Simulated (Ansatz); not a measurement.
# H3CS2N: the cost of one run

Method: DFT PBE, plane waves, PAW, scalar-relativistic, no spin polarisation, in Ansatz 0.2.0.

## 1. Starting point

The cell holds 28 atoms (C4H12N4S8): a = 8.223 Å, b = 8.223 Å, c = 8.223 Å, α = 90.00°, β = 90.00°, γ = 90.00°.

Coordinates:

```xyz
28
Lattice="8.2229 0.0000 0.0000 0.0000 8.2229 0.0000 0.0000 0.0000 8.2229" Properties=species:S:1:pos:R:3 pbc="T T T"
S     1.9234    1.4450    7.0411
C     2.0262    1.6036    5.4914
S     2.1291    1.7621    3.9418
S     3.9611    6.6520    4.8830
C     4.9951    7.7426    5.3054
S     6.0291    8.8333    5.7278
S     5.5892    4.7600    2.4145
C     6.7456    5.5074    1.6789
S     7.9021    6.2548    0.9433
S     1.1370    6.2479    6.3813
C     0.0193    5.2004    6.0804
S    -1.0984    4.1529    5.7796
N     4.1248    4.1035    6.8587
H     3.2985    4.5627    6.4844
H     4.5921    4.7896    7.4458
H     4.7418    3.9361    6.0680
N     6.0027    1.4441    1.3457
H     6.6399    2.0652    1.8376
H     5.6087    0.8237    2.0484
H     6.5788    0.8630    0.7420
N     2.7352    5.3692    1.5619
H     3.2299    5.9935    2.1939
H     2.7850    5.7967    0.6406
H     1.7572    5.3986    1.8383
N     0.7049    2.7147    1.2036
H     1.3393    3.3455    1.6866
H    -0.2339    2.9754    1.4941
H     0.8760    1.7884    1.5866
```

## 2. Preparing the start

Input file input.yaml:

```yaml
accuracy: low
crystal:
  lattice:
    - [8.222899, 0.0, 0.0]
    - [0.0, 8.222899, 0.0]
    - [0.0, 0.0, 8.222899]
  atoms:
    - { symbol: S, position: [0.2339097, 0.1757339, 0.8562745] }
    - { symbol: C, position: [0.2464147, 0.1950148, 0.6678206] }
    - { symbol: S, position: [0.2589198, 0.2142958, 0.4793667] }
    - { symbol: S, position: [0.4817123, 0.8089608, 0.5938273] }
    - { symbol: C, position: [0.6074592, 0.9415961, 0.6451948] }
    - { symbol: S, position: [0.733206, 1.0742314, 0.6965622] }
    - { symbol: S, position: [0.6797124, 0.5788706, 0.2936332] }
    - { symbol: C, position: [0.8203488, 0.6697624, 0.2041733] }
    - { symbol: S, position: [0.9609853, 0.7606542, 0.1147134] }
    - { symbol: S, position: [0.1382781, 0.7598185, 0.7760348] }
    - { symbol: C, position: [0.0023514, 0.6324279, 0.7394481] }
    - { symbol: S, position: [-0.1335752, 0.5050372, 0.7028615] }
    - { symbol: "N", position: [0.5016257, 0.4990307, 0.8340935] }
    - { symbol: H, position: [0.4011314, 0.5548827, 0.7885771] }
    - { symbol: H, position: [0.5584521, 0.5824729, 0.9054969] }
    - { symbol: H, position: [0.5766583, 0.4786784, 0.7379364] }
    - { symbol: "N", position: [0.730002, 0.1756139, 0.1636513] }
    - { symbol: H, position: [0.8074947, 0.2511538, 0.2234752] }
    - { symbol: H, position: [0.6820772, 0.1001743, 0.2491052] }
    - { symbol: H, position: [0.8000608, 0.1049544, 0.0902396] }
    - { symbol: "N", position: [0.3326374, 0.6529624, 0.1899395] }
    - { symbol: H, position: [0.3927941, 0.7288825, 0.2668003] }
    - { symbol: H, position: [0.3386862, 0.7049472, 0.077907] }
    - { symbol: H, position: [0.2136948, 0.6565305, 0.2235581] }
    - { symbol: "N", position: [0.0857262, 0.3301336, 0.1463664] }
    - { symbol: H, position: [0.1628789, 0.406857, 0.2051139] }
    - { symbol: H, position: [-0.0284501, 0.3618414, 0.1817028] }
    - { symbol: H, position: [0.1065275, 0.2174953, 0.1929518] }
basis:
  ecutwfc: 420.0
kpoints:
  mp_grid: { grid: [1, 1, 1] }
hamiltonian:
  xc: pbe
scf:
  occupations: { method: fermi_dirac, width: 0.02 }
  lower_state_search: "off"
relax:
  f_tol: 0.3
  max_steps: 15
  adjacent_minimum: "off"
```

Command:

```sh
> ansatz run input.yaml --threads 1 --pin off --max-ram 3072MiB --backend cpu --events-out ev --progress --plain --runs-dir out
```

Q: Estimate wall time and peak memory on 1 thread of Intel Xeon Platinum 8375C at 2.90GHz (Ice Lake), shared host.

About 30 s, with a peak of 0.55 GiB.
